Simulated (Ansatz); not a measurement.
# C2H6ClFSn: up Jacob's ladder to CCSD(T)

An exercise on one series of results from a longer session: the logs are not shown, and one member is left open.

Method: functionals in def2-TZVPP, the program's frozen cores in correlated methods; program: Ansatz 0.2.0, Gaussian basis.

Plan: PBE-D4, r2SCAN-D4, PBE0-D4, B3LYP-D4, ωB97X-V, ωB97M-V, B2PLYP; CCSD(T)/def2-TZVPP; MP2/def2-QZVPP; extrapolation to the limit.

**The relaxed structure**

All runs share one geometry, relaxed beforehand with PBE0-D4 in a triple-zeta def2 set. Sn takes the def2 core potential; no spin-orbit term is included.

SMILES `[CH3][Sn]([CH3])([F])[Cl]`, 11 atoms, charge 0, spin multiplicity 1.

Atoms are counted from 1 here; the program's logs count them from 0.

Bond lengths: C1–Sn2 2.117 Å, C1–H6 1.090 Å, C1–H7 1.090 Å, C1–H8 1.089 Å, Sn2–C3 2.117 Å, Sn2–F4 1.925 Å, Sn2–Cl5 2.330 Å, C3–H9 1.089 Å, C3–H10 1.090 Å, C3–H11 1.090 Å. Angles: Sn2–C1–H6 109.7°, Sn2–C1–H7 109.9°, Sn2–C1–H8 108.1°, H6–C1–H7 109.9°, H6–C1–H8 109.7°, H7–C1–H8 109.6°, C1–Sn2–C3 124.2°, C1–Sn2–F4 105.3°, C1–Sn2–Cl5 108.0°, C3–Sn2–F4 105.3°, C3–Sn2–Cl5 108.0°, F4–Sn2–Cl5 104.2°, Sn2–C3–H9 108.0°, Sn2–C3–H10 109.8°, Sn2–C3–H11 109.8°, H9–C3–H10 109.7°, H9–C3–H11 109.6°, H10–C3–H11 109.9°.

Set-up of the first run:

in.yaml reads:

```yaml
crystal:
  periodic: [false, false, false]
  atoms:
    - {symbol: C, position_ang: [-1.864397, 0.298768, 0.298565]}
    - {symbol: Sn, position_ang: [0.051344, 0.037570, -0.564801]}
    - {symbol: C, position_ang: [1.800016, -0.420299, 0.538052]}
    - {symbol: F, position_ang: [-0.149891, -1.405767, -1.822223]}
    - {symbol: Cl, position_ang: [0.503285, 1.896753, -1.894634]}
    - {symbol: H, position_ang: [-2.142664, -0.596992, 0.853306]}
    - {symbol: H, position_ang: [-1.855202, 1.159963, 0.965925]}
    - {symbol: H, position_ang: [-2.577489, 0.468277, -0.507133]}
    - {symbol: H, position_ang: [2.613263, -0.577911, -0.169196]}
    - {symbol: H, position_ang: [1.640306, -1.326231, 1.122292]}
    - {symbol: H, position_ang: [2.046829, 0.408970, 1.200246]}
basis:
  gaussian: {orbitals: def2-TZVPP}
hamiltonian: {xc: pbe, dispersion: d4}
output: {forces: true, orbitals: {seedname: orbitals}}
```

Started as:

```bash
$ ansatz run in.yaml --threads 2 --pin off --events-out ev --progress --plain --max-ram 22528MiB --backend cpu
```

Among the steps run: PBE-D4 (GGA); r2SCAN-D4 (meta-GGA); PBE0-D4 (hybrid); B3LYP-D4 (hybrid); ωB97X-V (range-separated); ωB97M-V (range-separated); B2PLYP (double hybrid); CCSD(T) in def2-TZVPP; MP2 in def2-QZVPP.

One table of the session follows, with a row left open; its other results are not shown here.

| method | atomisation energy (kJ/mol) |
| --- | --- |
| PBE-D4 | 3919.5 |
| r2SCAN-D4 | 3877.1 |
| PBE0-D4 | 3861.6 |
| B3LYP-D4 | 3847.8 |
| ωB97X-V | 3883.8 |
| ωB97M-V | 3871.4 |
| B2PLYP | 3816.9 |
| HF/def2-TZVPP | 2865.3 |
| MP2/def2-TZVPP | 3834.3 |
| CCSD/def2-TZVPP | 3730.3 |
| CCSD(T)/def2-TZVPP | ? |
| MP2/CBS | 3944.9 |
| CCSD(T)/CBS | 3897.5 |

Q: Estimate the row for CCSD(T)/def2-TZVPP from the others.

**Answer.** atomisation energy (kJ/mol): 3786.9. In the column «atomisation energy (kJ/mol)» it lies between CCSD/def2-TZVPP (3730.3) and B2PLYP (3816.9).

Some runs used a GPU and others CPU threads alone; cost is compared among the CPU runs only.

Among the levels timed on like hardware, those that no quicker one beats, quickest first: PBE-D4 (4 s, +22.0 kJ/mol); r2SCAN-D4 (7.5 s, -20.4 kJ/mol); ωB97X-V (12 s, -13.7 kJ/mol).

Caveats from the session: Free atoms (2 C, 1 Sn, 1 F, 1 Cl, 6 H) were run apart at each level; the atomisation energy is their sum less the molecule, without zero-point or spin-orbit terms. All levels share the lack of spin-orbit coupling, which lowers the free heavy atoms and so the true binding.
